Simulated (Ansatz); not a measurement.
# GaAs (F-43m): Bi in place of Ga

What happens around Bi in place of Ga in GaAs (F-43m)? The defect sits in a supercell of 32 host atoms, whose cell is held.

All numbers below are computed with Ansatz 0.2.0 (DFT PBE, scalar-relativistic, plane waves, PAW).

1 further run of the same task is left out (set aside as unsound or not needed).

### 1 The starting structure

The cell holds 32 atoms (As16BiGa15): a = 9.952 Å, b = 9.952 Å, c = 9.952 Å, α = 109.47°, β = 109.47°, γ = 109.47°.

The coordinates of this cell stand in the input of its own run.

The host was relaxed before at PBE: a = 5.746 Å, b = 5.746 Å, c = 5.746 Å, α = 90.00°, β = 90.00°, γ = 90.00° (conventional cell), 23.714 Å³/atom.

Places, in fractions of the supercell: Bi in place of Ga at (0.250, 0.500, 0.250). The start keeps the symmetry of the ideal site.

Earlier runs gave the host's free energy in this supercell, -138237.745 eV.

### 2 Charge 0, atoms relaxed

input.yaml

```yaml
crystal:
  lattice:
    - [-5.7459815546, -5.7459815546, 5.7459815546]
    - [5.7459815546, 5.7459815546, 5.7459815546]
    - [-5.7459815546, 5.7459815546, -5.7459815546]
  atoms:
    - { symbol: Bi, position: [0.25, 0.5, 0.25] }
    - { symbol: Ga, position: [0.5, 0.5, 0.0] }
    - { symbol: Ga, position: [0.25, 0.75, 0.0] }
    - { symbol: Ga, position: [0.75, 0.5, 0.75] }
    - { symbol: Ga, position: [0.5, 0.75, 0.75] }
    - { symbol: Ga, position: [0.25, 0.0, 0.75] }
    - { symbol: Ga, position: [0.0, 0.5, 0.5] }
    - { symbol: Ga, position: [0.75, 0.75, 0.5] }
    - { symbol: Ga, position: [0.5, 0.0, 0.5] }
    - { symbol: Ga, position: [0.25, 0.25, 0.5] }
    - { symbol: Ga, position: [0.0, 0.75, 0.25] }
    - { symbol: Ga, position: [0.75, 0.0, 0.25] }
    - { symbol: Ga, position: [0.5, 0.25, 0.25] }
    - { symbol: Ga, position: [0.0, 0.0, 0.0] }
    - { symbol: Ga, position: [0.75, 0.25, 0.0] }
    - { symbol: Ga, position: [0.0, 0.25, 0.75] }
    - { symbol: As, position: [0.0, 0.25, 0.0] }
    - { symbol: As, position: [0.25, 0.25, 0.75] }
    - { symbol: As, position: [0.0, 0.5, 0.75] }
    - { symbol: As, position: [0.5, 0.25, 0.5] }
    - { symbol: As, position: [0.25, 0.5, 0.5] }
    - { symbol: As, position: [0.0, 0.75, 0.5] }
    - { symbol: As, position: [0.75, 0.25, 0.25] }
    - { symbol: As, position: [0.5, 0.5, 0.25] }
    - { symbol: As, position: [0.25, 0.75, 0.25] }
    - { symbol: As, position: [0.0, 0.0, 0.25] }
    - { symbol: As, position: [0.75, 0.5, 0.0] }
    - { symbol: As, position: [0.5, 0.75, 0.0] }
    - { symbol: As, position: [0.25, 0.0, 0.0] }
    - { symbol: As, position: [0.75, 0.75, 0.75] }
    - { symbol: As, position: [0.5, 0.0, 0.75] }
    - { symbol: As, position: [0.75, 0.0, 0.5] }
basis:
  ecutwfc: 420
  xc_grid: 2
kpoints:
  mp_grid: { grid: [3, 3, 3], shift: [0.0, 0.0, 0.0] }
hamiltonian:
  xc: pbe
scf:
  occupations: { method: gaussian, width: 0.05 }
output:
  forces: true
  stress: false
  eigenvalues: true
  write_density: true
  write_potential: true
  elf: true
  volumetric_format: npy
relax:
  adjacent_minimum: "off"
  f_tol: 0.03
  max_steps: 40
```

Started as:

```
$ ansatz run input.yaml --threads 8 --pin off --max-ram 16384MiB --backend cpu --events-out ev --progress --plain --runs-dir out
```

Output, shortened:

```text
Warning: RAYON_NUM_THREADS=8 ignored (pool sized by the plan → 8); use --threads N
[...]
Pseudopotentials: kind: paw
Pseudopotential: Bi, paw, valence charge 15, recommended cutoff 420 eV (normal), Bi.paw.azcp
Pseudopotential: Ga, paw, valence charge 13, recommended cutoff 420 eV (normal), Ga.paw.azcp
Pseudopotential: As, paw, valence charge 15, recommended cutoff 420 eV (normal), As.paw.azcp
Functional definition: PBE
[...]
Crystal: 32 atoms, lattice volume = 758.844 Å³
Basis set: ecut = 420 eV, 14771 PW (Γ), exchange–correlation on 144×144×144 points (8 copies of the dense FFT grid, shifted against one another)
Bands: 270, of which v1, the nominal top of the filled ones, is band 225 counted from 1 (224 counted from 0)
Symmetry: 24 space group operations
Space group: I-43m (ITA 217), of the structure as read, at distance tolerance 9.1e-5 Å
k-points: 4 of 27 (time reversal used)
[...]
SCF iter   1: F=—  HF=-146847.178115 eV  |F-HF|=—  |Δ(HF+E_count)|=         —  Δρ=3.50e-3  dr2=3.48e-1  ethr=1.77e-3  ⟨swp⟩=6.0  Hψ=4209  notcnv=0  defer=1
[...]
relax step   1: F+E_penalty+E_count = -146847.09665814 eV  Δ(F+E_penalty+E_count) = +0.000e0 eV  max|allowed force component| = 2.060e0 eV/Å  Δτ_max = 0.0000 Å  (7 SCF iters, dr2 threshold 2.25e-5 eV, accepted)
[...]
relax step   3: F+E_penalty+E_count = -146849.13807761 eV  Δ(F+E_penalty+E_count) = -2.648e-1 eV  max|allowed force component| = 3.832e-2 eV/Å  Δτ_max = 0.1245 Å  (6 SCF iters, dr2 threshold 2.00e-5 eV, accepted)
[...]
relax step   4: F+E_penalty+E_count = -146849.13966373 eV  Δ(F+E_penalty+E_count) = -1.586e-3 eV  max|allowed force component| = 7.008e-3 eV/Å  Δτ_max = 0.0061 Å  (5 SCF iters, accepted)
SCF converged after 5 iterations
Free energy (F): -146849.139664 eV
[...]
E sigma→0 (E₀):  -146849.137239 eV
Entropy (-TS):   -0.004849 eV (-0.152 meV/atom)
Fermi energy:    8.469134 eV
[...]
--- Forces (eV/Å), atoms counted from 1 ---
  atom   1  Bi    -0.00000000     0.00000000     0.00000000
  atom   2  Ga    -0.00009024    -0.00700829     0.00700829
  atom   3  Ga     0.00700829     0.00009024     0.00700829
  atom   4  Ga     0.00000000     0.00000000     0.00000000
  atom   5  Ga    -0.00700829     0.00700829    -0.00009024
  atom   6  Ga    -0.00000000    -0.00000000     0.00000000
  atom   7  Ga    -0.00009024     0.00700829    -0.00700829
  atom   8  Ga    -0.00700829    -0.00009024     0.00700829
[...]
--- Band table (eV) ---
[...]
```

### 3 The log goes on: Bi_Ga, charge +0, atoms relaxed at the host's cell

Output, continued, shortened:

```text
[...]
--- Relaxed structure (4 steps of the walk, 4 accepted, 0 SCFs on fresh bases) ---
  F+E_penalty+E_count = -146849.13966373 eV   max|allowed force component| = 7.008e-3 eV/Å
  atoms:
    - { symbol: Bi, position: [0.25, 0.5, 0.25] }
    - { symbol: Ga, position: [0.5035723274699466, 0.5, -0.004678422749560184] }
    - { symbol: Ga, position: [0.25, 0.7535723274699466, -0.004678422749560207] }
    - { symbol: Ga, position: [0.75, 0.5, 0.75] }
    - { symbol: Ga, position: [0.5046784227495602, 0.7546784227495602, 0.7582507502195068] }
    - { symbol: Ga, position: [0.25, 0.0, 0.75] }
    - { symbol: Ga, position: [-0.004678422749560184, 0.5, 0.5035723274699466] }
    - { symbol: Ga, position: [0.7582507502195068, 0.7546784227495602, 0.5046784227495602] }
    - { symbol: Ga, position: [0.5046784227495601, 0.00825075021950682, 0.5046784227495601] }
[...]
    - { symbol: As, position: [0.004004319393958594, 0.7518361963440582, 0.5018361963440583] }
    - { symbol: As, position: [0.7521681230499002, 0.24816380365594173, 0.24999999999999997] }
    - { symbol: As, position: [0.5317881078474485, 0.4999999999999999, 0.25] }
    - { symbol: As, position: [0.24999999999999992, 0.7817881078474483, 0.24999999999999992] }
    - { symbol: As, position: [-0.0018361963440582801, 0.002168123049900314, 0.24999999999999997] }
    - { symbol: As, position: [0.7521681230499002, 0.5, -0.0018361963440582663] }
    - { symbol: As, position: [0.5018361963440583, 0.7518361963440582, 0.004004319393958594] }
    - { symbol: As, position: [0.24999999999999997, 0.002168123049900314, -0.0018361963440582801] }
    - { symbol: As, position: [0.7478318769500997, 0.7459956806060414, 0.7478318769500997] }
    - { symbol: As, position: [0.4959956806060415, -0.002168123049900314, 0.7478318769500997] }
    - { symbol: As, position: [0.7478318769500997, -0.002168123049900314, 0.4959956806060415] }
```

It took 76 s on 8 threads of Arm Neoverse V2, shared host; peak memory 3.7 GiB.

Step by step:

```tsv
step	energy from step 1 (eV/cell)	largest force component (eV/Å)
1	0.0000	2.0602
2	-1.7766	0.5655
3	-2.0414	0.0383
4	-2.0430	0.0070
```

Step 1 is the start.

The largest move, 0.32 Å, is shared by several atoms, As25 among them.

It ends with free energy -146849.140 eV, no gap on the mesh.

Density in a lattice plane of the grid's cell (edges 9.95 and 9.95 Å, at 0.500 of the third edge), which holds Bi and Ga and As.

Ten even steps from ' ' (0.00 e/Å³) to '@' (49.75 e/Å³):
```
                        ..        ....          
                                                
                                                
....                                            
**..                              ::%%::      ::
..                                              
                                                
                                                
..        ..==::                                
@@..      ..--                                ::
                                                
                                                
                                                
                          ..                    
          ......        --++..                  
                        ..                      
                                                
                                                
                                    ....        
                      ..@@::      ..**::        
```
Columns run along the first of these edges and rows up along the second, over one cell in 24 and 20 even steps from the bottom left corner. Atoms in the plane (fractional): Bi at (0.25, 0.25), Ga at (0.50, 1.00), Ga at (0.75, 0.75), Ga at (1.00, 0.50), As at (1.00, 0.75), As at (0.25, 0.53), As at (0.53, 0.25), As at (0.75, 1.00).

ELF in the same plane.

Values, 12 rows by 12 columns:
```
0.22 0.33 0.12 0.02 0.15 0.26 0.24 0.47 0.65 0.70 0.63 0.09
0.60 0.64 0.29 0.02 0.07 0.16 0.12 0.13 0.47 0.29 0.26 0.63
0.28 0.61 0.15 0.03 0.04 0.03 0.02 0.10 0.25 0.22 0.29 0.70
0.71 0.54 0.15 0.53 0.55 0.19 0.02 0.16 0.26 0.25 0.47 0.65
0.26 0.27 0.70 0.40 0.62 0.28 0.02 0.08 0.16 0.10 0.13 0.47
0.37 0.33 0.66 0.19 0.62 0.14 0.01 0.02 0.02 0.02 0.12 0.24
0.27 0.42 0.64 0.67 0.37 0.09 0.14 0.28 0.19 0.03 0.16 0.26
0.09 0.08 0.35 0.40 0.44 0.37 0.62 0.62 0.55 0.04 0.07 0.15
0.02 0.20 0.47 0.30 0.40 0.67 0.19 0.40 0.53 0.03 0.02 0.02
0.02 0.22 0.45 0.47 0.35 0.64 0.66 0.70 0.15 0.15 0.29 0.12
0.02 0.09 0.22 0.20 0.08 0.42 0.33 0.27 0.54 0.61 0.64 0.33
0.01 0.02 0.02 0.02 0.09 0.27 0.37 0.26 0.71 0.28 0.60 0.22
```
Columns run along the first of these edges and rows up along the second, over one cell in 12 and 12 even steps from the bottom left corner. Atoms in the plane (fractional): Bi at (0.25, 0.25), Ga at (0.50, 1.00), Ga at (0.75, 0.75), Ga at (1.00, 0.50), As at (1.00, 0.75), As at (0.25, 0.53), As at (0.53, 0.25), As at (0.75, 1.00).

Both are smooth fields of the valence electrons: close to the nuclei they are not physical.

Outside the cores ELF peaks at 0.79 on the As–Ga line, 1.1 Å from As; 0.69 on the As–Bi line, 1.1 Å from As.

### 4 The neighbours

| state | neighbours of the first change (round the atom where it ends) | largest move from the ideal sites (Å) | cell moment (μB) | gap on the mesh (eV) |
| --- | --- | --- | --- | --- |
| ideal sites | 4 As at 2.49 Å |  | 0.00 |  |
| charge 0 | 4 As at 2.80 Å | 0.32 | 0.00 | none |

### 5 Results

| quantity | value |
| --- | --- |
| formation energy, neutral | 2.14 eV |
| largest move, neutral | 0.32 Å |

What this shows: With atoms taken from and given to the elements' standard states, the neutral defect costs 2.14 eV; that is one limit of the chemical potentials, and it holds no correction for gases. In the neutral cell the 4 nearest neighbours move out by 0.32 Å on average. A cell of 32 atoms is small: the defect feels its images, and no test of size was made. Spin–orbit coupling is left out.
